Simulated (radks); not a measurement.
# Ionisation of B³⁺: one atom, several choices of functional

The task here is to estimate one member of a computed series from the others.

Program: radks (a radial shooting solver on a logarithmic mesh, Libxc functionals) version 1. Level of theory: scalar-relativistic Kohn-Sham, spin-polarised, spherical densities, finite nucleus; open shells are filled with parallel spins first. These are calculated values, not measurements, unless marked.

## Starting point

```
element       : boron (Z = 5)
charge        : +3
electrons     : 2
configuration : [He]
ion           : B⁴⁺, 1s1
choices       : RPBE; AM05; PW91; LDA (Slater exchange, VWN5 correlation); OLYP; MS2 meta-GGA
```

The outer shells:

B³⁺
```
1s [↑↓]
```

B⁴⁺
```
1s [↑ ]
```

The first run:

Settings of this run:

```text
Z 5
configuration [He]
relativity scalar-relativistic
functional rpbe,pbe
spin polarised
nucleus finite rms 2.406 fm
c 137.035999084
```

Among the steps run: RPBE: B³⁺; RPBE: B⁴⁺; AM05: B³⁺; AM05: B⁴⁺; PW91: B³⁺; PW91: B⁴⁺; LDA (Slater exchange, VWN5 correlation): B³⁺; LDA (Slater exchange, VWN5 correlation): B⁴⁺; OLYP: B³⁺; OLYP: B⁴⁺; MS2 meta-GGA: B³⁺; MS2 meta-GGA: B⁴⁺.

One of the session's tables, all rows but one given; the rest of the session is left out.

| functional | E(B³⁺) (hartree) | Δ-SCF (eV) | −ε(HOMO) (eV) | <r> HOMO (bohr) |
| --- | --- | --- | --- | --- |
| RPBE | -22.03819 | 259.42 | 231.69 | 0.3261 |
| AM05 | -21.82076 | 257.21 | 229.47 | 0.3277 |
| PW91 | ? | ? | ? | ? |
| LDA (Slater exchange, VWN5 correlation) | -21.74997 | 256.50 | 229.21 | 0.3285 |
| OLYP | -22.03242 | 259.52 | 231.84 | 0.3261 |
| MS2 meta-GGA | -22.04702 | 259.49 | 233.66 | 0.3253 |

Estimate the missing values for PW91.

**Answer.** E(B³⁺) (hartree): -22.00663; Δ-SCF (eV): 259.09; −ε(HOMO) (eV): 231.71; <r> HOMO (bohr): 0.3263. In the column «E(B³⁺) (hartree)» it lies between OLYP (-22.03242) and AM05 (-21.82076).

**Reading.** The NIST Atomic Spectra Database lists 259.37 eV (theoretical). The smallest miss is that of RPBE (+0.05 eV), the largest that of LDA (Slater exchange, VWN5 correlation) (-2.87 eV). The ionisation energies span 3.02 eV, the total energies of B³⁺ 8.08 eV: most of the change in the total cancels in the difference.
